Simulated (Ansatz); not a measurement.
This was printed by a script on Ansatz 0.2.0, Python API, for a ladder of methods at one geometry of C2HFSSe, SMILES FC1SC1=[Se]. What did the script look like? Use (for the species named): r2SCAN, def2-SVP basis, multiplicity 1. The script varies functional: r2scan, hf, pbe0, hse06, pbe, revpbe.

```yaml
atoms:
  - { symbol: F, position_ang: [-1.2249, 0.6484, 0.7476] }
  - { symbol: C, position_ang: [-0.3266, -0.2680, 0.4405] }
  - { symbol: S, position_ang: [1.0174, -0.1447, 1.3959] }
  - { symbol: C, position_ang: [0.8216, 0.2708, -0.4347] }
  - { symbol: Se, position_ang: [0.4242, 0.7028, -2.3863] }
  - { symbol: H, position_ang: [-0.6696, -1.2733, 0.1908] }
```

```console
$ python run_methods.py
functional    E (Ha)        dipole (D)   HOMO (eV)  LUMO (eV)
r2scan       -2975.582277     2.300      -5.589     -4.166
hf           -2972.385216     3.142      -8.960      0.009
pbe0         -2975.087723     2.316      -6.477     -3.442
hse06        -2975.076803     2.316      -6.082     -3.811
pbe          -2974.994952     2.166      -5.262     -4.071
revpbe       -2975.389741     2.163      -5.233     -4.024
```

The script that was run (others could print the same):

`run_methods.py`:
```python
"""One geometry of C2HFSSe, method by method."""

from pathlib import Path
import warnings

import ansatz as az
from ase import Atoms
import numpy as np


def main() -> None:
    warnings.simplefilter("ignore", az.DeckWarning)

    atoms = Atoms(["F", "C", "S", "C", "Se", "H"], positions=[
        (-1.2249, 0.6484, 0.7476),
        (-0.3266, -0.268, 0.4405),
        (1.0174, -0.1447, 1.3959),
        (0.8216, 0.2708, -0.4347),
        (0.4242, 0.7028, -2.3863),
        (-0.6696, -1.2733, 0.1908),
    ])
    c2hfsse = az.Crystal.molecule_from_ase(atoms)

    model = (
        c2hfsse.calculation()
        .basis(gaussian="def2-SVP")
        .scf(lower_state_search="light")
    )

    print("functional    E (Ha)        dipole (D)   HOMO (eV)  LUMO (eV)")
    for name in ["r2scan", "hf", "pbe0", "hse06", "pbe", "revpbe"]:
        report = model.functional(name).forces().orbitals().run(threads=1, backend="cpu", runs_dir="runs").report
        lines = Path(report["orbitals_path"]).read_text().splitlines()
        field_of = lambda key: [line.split("=")[1].strip() for line in lines if line.startswith(key)]
        orbitals = [(27.211386 * float(e), s, float(n)) for e, s, n in zip(field_of("Ene="), field_of("Spin="), field_of("Occup="))]
        homo = max(e for e, _, n in orbitals if n > 0.5)
        lumo = min(e for e, _, n in orbitals if n < 0.5)
        dipole = 4.803205 * np.linalg.norm(report["charge_distribution"]["dipole_moment_e_ang"])
        print(f"{name:10s} {report['free_energy_ev'] / 27.211386246:14.6f} {dipole:9.3f} {homo:11.3f} {lumo:10.3f}")


if __name__ == "__main__":
    main()
```

Reading the output:
- The settings weren't tested for convergence.
- The geometry is a force-field or estimated start, not a minimum of this method, and the basis set is short of its limit. A lower total doesn't mark the better method: functionals have no common bound, and MP2 and coupled cluster aren't variational.
- Levels such as HOMO and LUMO are orbital energies: with these approximate functionals they aren't the ionisation energy and electron affinity, and their gap isn't the fundamental gap.
- hse06 follows the composition of plane-wave codes, whose totals differ by tens of mHa, up to about 0.1 Ha, from the form usual in Gaussian-basis programs (wpbeh).
- The whole script took 29 s on 1 thread of Arm Neoverse V2, with other jobs on the host, peak memory 0.3 GiB.

(Lines on the test bed's own set-up are left out of the output.)
